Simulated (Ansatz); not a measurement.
CuNi3:

```
Cu Ni
1.0
     1.39521   -1.98715    0.00000
     1.39521    1.98715    0.00000
     0.00000    0.00000    7.93489
Cu Ni
1 3
Direct
  0.00000 0.00000 0.00000
  0.50000 0.50000 0.25469
  0.00000 0.00000 0.50000
  0.50000 0.50000 0.74531
```

The cell comes from a database or a generator and needn't be the stable form of this composition.

Base run:

* Program: Ansatz 0.2.0
* Functional: LDA
* Potentials or basis: all-electron LAPW, scalar-relativistic
* Cutoff: 315 eV
* Density cutoff: 1258 eV
* Basis error allowed: 0.002 eV/atom
* k mesh: 12 × 12 × 4
* Occupations: fermi-dirac, width 0.05 eV
* Spin: collinear spin, ferromagnetic start
* Starting moments: [0.6, 1.0, 1.0, 1.0] μB

Its results: pressure -13.5 GPa; net moment 1.19 μB per cell; site moments Cu +0.02; Ni +0.36, +0.49 μB; largest force 0.038 eV/Å.

Question: The run is repeated on the same cell with these changes: functional from LDA to PBEsol. What comes out?

Answer: Pressure -6.3 GPa; net moment 1.32 μB per cell; site moments Cu +0.02; Ni +0.41, +0.53 μB; largest force 0.015 eV/Å.

PBEsol binds less tightly than LDA, so the same cell stands under more pressure.

Not every run made on this cell is shown here.
